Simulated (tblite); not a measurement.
# C2H8O3Si3: the cost of one run

Computed with tblite 0.8.0 and PySCF 2.14.0, with density-fitted response routines of our own, on a single molecule in the gas phase. Atoms count from 0, in the outputs and in this text.

**1. Starting geometry**

16 atoms, charge 0, multiplicity 1; geometry from: force field or distance geometry start.

Bonds of the start (Å): Si0–O1 1.66, O1–C2 1.42, C2–C3 1.36, C3–O4 1.38, O4–Si5 1.66, Si5–Si6 2.28, Si6–O7 1.65, O7–C2 1.38, Si0–H8 1.49, Si0–H9 1.49, Si0–H10 1.48, C3–H11 1.08, Si5–H12 1.48, Si5–H13 1.50, Si6–H14 1.50, Si6–H15 1.49.

**2. Geometry optimisation with GFN2-xTB**

The job: settings as JSON, then the geometry in Å.

```
{"job": {"kind": "relax", "xc": "GFN2-xTB", "basis": "xTB"}, "charge": 0, "multiplicity": 1}
Si    -3.091100    -0.167100    -0.118500
O     -1.832200     0.791100    -0.608300
C     -0.484900     0.460800    -0.327000
C      0.410800     1.359100    -0.821500
O      1.785500     1.398200    -0.781100
Si     2.724000     0.167800    -0.191000
Si     1.254200    -1.080200     1.020800
O     -0.217400    -0.708800     0.361800
H     -4.367000     0.466900    -0.545900
H     -3.127200    -0.295100     1.367100
H     -3.018200    -1.509100    -0.749600
H      0.063000     2.235900    -1.338000
H      3.300900    -0.599700    -1.314500
H      3.841300     0.722200     0.633900
H      1.243900    -0.687600     2.464200
H      1.506700    -2.545300     0.936300
```

Run with:

```sh
OMP_NUM_THREADS=1 python probes_run.py task.json out
```

This one command runs all jobs of the session in turn.

Q: Estimate the wall time and peak memory of this first job on 1 thread of Intel Xeon at 2.50GHz, shared host.

About 1.7 s, with a peak of 0.18 GiB.
